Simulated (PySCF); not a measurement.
**InCl: changing the method**

What do other methods print for InCl when all else stays?

Program: PySCF 2.14.0. Level of theory: method and basis as typed in the scripts. These are calculated values, not measurements.

## (1) Where the work starts

InCl: 2 atoms, charge 0, spin multiplicity 1.

Bond lengths: In1–Cl2 2.360 Å.

## (2) The run that the others are compared with

File input.py:

```python
from pyscf import gto, dft

mol = gto.M(
    atom='In 0 0 0; Cl 0 0 2.36',
    basis='def2-svp',
    ecp={'In': 'def2-svp'},
    charge=0,
    spin=0,
    symmetry=True,
    verbose=4,
)
mf = dft.RKS(mol, xc='camb3lyp')
mf.kernel()
mf.dip_moment()
print('orbital energies (hartree):', mf.mo_energy[..., max(0, mol.nelec[1]-3):mol.nelec[0]+3].round(4))
```

The run is started by

```
$ python input.py
```

Its log is not repeated here.

Base result: E(SCF) = -650.253468 Eh, 10 cycles, μ = 2.70 D.

The bond length is a typed value, not an optimised one.

## (3) ROKS

Edit 1 changes SCF type: RKS → ROKS.

File input.py:

```python
from pyscf import gto, dft

mol = gto.M(
    atom='In 0 0 0; Cl 0 0 2.36',
    basis='def2-svp',
    ecp={'In': 'def2-svp'},
    charge=0,
    spin=0,
    symmetry=True,
    verbose=4,
)
mf = dft.ROKS(mol, xc='camb3lyp')
mf.kernel()
mf.dip_moment()
print('orbital energies (hartree):', mf.mo_energy[..., max(0, mol.nelec[1]-3):mol.nelec[0]+3].round(4))
```

The run is started by

```
$ python input.py
```

## (4) Geometry optimisation

Edit 2 changes step after the SCF: none → optimize.

input.py: that of step 2 with these lines changed.

```diff
@@ -1,2 +1,3 @@
 from pyscf import gto, dft
+from pyscf.geomopt.geometric_solver import optimize
 
@@ -13,3 +14,7 @@
 mf.kernel()
-mf.dip_moment()
+g = mf.nuc_grad_method()
+g.grid_response = True
+mol_eq = optimize(g.as_scanner(), maxsteps=30)
+print('optimised geometry (angstrom)')
+print(mol_eq.tostring('raw'))
 print('orbital energies (hartree):', mf.mo_energy[..., max(0, mol.nelec[1]-3):mol.nelec[0]+3].round(4))
```

## (5) O3lyp

Edit 3 changes functional: camb3lyp → o3lyp.

input.py: that of step 2 with these lines changed.

```diff
@@ -11,3 +11,3 @@
 )
-mf = dft.RKS(mol, xc='camb3lyp')
+mf = dft.RKS(mol, xc='o3lyp')
 mf.kernel()
```

Q: Predict the outcome of this session. Wanted: for each run, E(SCF); from base; gap; dipole; after the SCF.

**Answer**, as computed:

```
                  run  E(SCF) (hartree)  from base (eV)  cycles  gap (eV)  dipole (D)            after the SCF
                 base       -650.253468               0      10      7.48        2.70                      n/a
                 ROKS       -650.253468          0.0000      10       n/a        2.70                      n/a
geometry optimisation       -650.253468          0.0000      10      7.48         n/a  bond 2.422 Å, -0.023 eV
                o3lyp       -650.483748  not comparable       9      4.61        2.71                      n/a
```

SCF columns refer to the geometry typed in the script.

With ROKS the SCF ends at the base energy. Total energies of different functionals can't be compared with each other; differences within one functional can. The dearest run is “geometry optimisation”, at 12 s against 3.1 s.
